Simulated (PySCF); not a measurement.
# Solver options tried on Te2⁻

The same problem is solved with other solver options, one edit a run.

The runs use PySCF 2.14.0; each script names its method and basis.

4 further runs of the same task are left out: 1 for a known fault of the program, 3 that didn't finish.

## 1. Starting geometry

Te2⁻: 2 atoms, charge -1, spin multiplicity 2.

Bond lengths: Te1–Te2 2.877 Å.

## 2. The base run

Input file input.py:

```python
from pyscf import gto, scf
from pyscf.prop.polarizability import uhf as pol

mol = gto.M(
    atom='Te 0 0 0; Te 0 0 2.877',
    basis='def2-svp',
    ecp={'Te': 'def2-svp'},
    charge=-1,
    spin=1,
    verbose=4,
)
mf = scf.UHF(mol)
mf.kernel()
print('polarizability (a.u.)')
print(pol.Polarizability(mf).polarizability().round(4))
mf.dip_moment()
print('orbital energies (hartree):', [e[max(0, n-3):n+3].round(4) for e, n in zip(mf.mo_energy, mol.nelec)])
```

The run is started by

```
OMP_NUM_THREADS=1 python input.py
```

Its log is not repeated here.

In short: E(SCF) = -534.061280 Eh, 10 cycles, ⟨S²⟩ = 0.765, α(xx, yy, zz) = 40.8, 41.9, 72.1 bohr³.

The bond length is a typed value, not an optimised one. The dipole of an ion depends on the origin.

## 3. Convergence threshold 1e-05 hartree

Edit 1 changes convergence threshold: default → 1e-05 hartree.

Input file input.py:

```python
from pyscf import gto, scf
from pyscf.prop.polarizability import uhf as pol

mol = gto.M(
    atom='Te 0 0 0; Te 0 0 2.877',
    basis='def2-svp',
    ecp={'Te': 'def2-svp'},
    charge=-1,
    spin=1,
    verbose=4,
)
mf = scf.UHF(mol)
mf.conv_tol = 1e-05
mf.kernel()
print('polarizability (a.u.)')
print(pol.Polarizability(mf).polarizability().round(4))
mf.dip_moment()
print('orbital energies (hartree):', [e[max(0, n-3):n+3].round(4) for e, n in zip(mf.mo_energy, mol.nelec)])
```

The run is started by

```
OMP_NUM_THREADS=1 python input.py
```

## 4. Second-order solver on

Edit 2 changes second-order solver: off → on.

Changes to input.py since step 2:

```diff
@@ -12,2 +12,3 @@
 mf = scf.UHF(mol)
+mf = mf.newton()
 mf.kernel()
```

## 5. Damping 0.2

Edit 3 changes damping: none → 0.2.

Changes to input.py since step 2:

```diff
@@ -12,2 +12,4 @@
 mf = scf.UHF(mol)
+mf.damp = 0.2
+mf.diis_start_cycle = 8
 mf.kernel()
```

## 6. Convergence threshold 1e-13 hartree

Edit 4 changes convergence threshold: default → 1e-13 hartree.

Changes to input.py since step 2:

```diff
@@ -12,2 +12,3 @@
 mf = scf.UHF(mol)
+mf.conv_tol = 1e-13
 mf.kernel()
```

What does the calculation give? Wanted: for each run, E(SCF); from base; gap, α spin.

The runs gave:

| run | E(SCF) (hartree) | from base (eV) | cycles | gap, α spin (eV) |
| --- | --- | --- | --- | --- |
| base | -534.061280 | 0 | 10 | 8.23 |
| convergence threshold 1e-05 hartree | -534.061280 | 0.0000 | 7 | 8.23 |
| second-order solver on | -534.061280 | 0.0000 | 3 macro | 8.23 |
| damping 0.2 | -534.061280 | 0.0000 | 12 | 8.23 |
| convergence threshold 1e-13 hartree | -534.061280 | 0.0000 | 16 | 8.23 |

Distance from each run's final energy (log10 hartree) by cycle:

| run | cycle 1 | cycle 2 | cycle 3 | cycle 5 | cycle 8 | cycle 12 |
| --- | --- | --- | --- | --- | --- | --- |
| base | 0.1 | -0.9 | -2.8 | -4.6 | -8.1 | done |
| convergence threshold 1e-05 hartree | 0.1 | -0.9 | -2.8 | -4.6 | done | done |
| second-order solver on | -1.8 | < -11 | < -11 | done | done | done |
| damping 0.2 | 0.1 | -1.6 | -2.9 | -4.2 | -6.1 | < -11 |
| convergence threshold 1e-13 hartree | 0.1 | -0.9 | -2.8 | -4.6 | -8.1 | < -11 |

What this shows: With convergence threshold 1e-05 hartree or second-order solver on or damping 0.2 or convergence threshold 1e-13 hartree the SCF ends at the base energy.
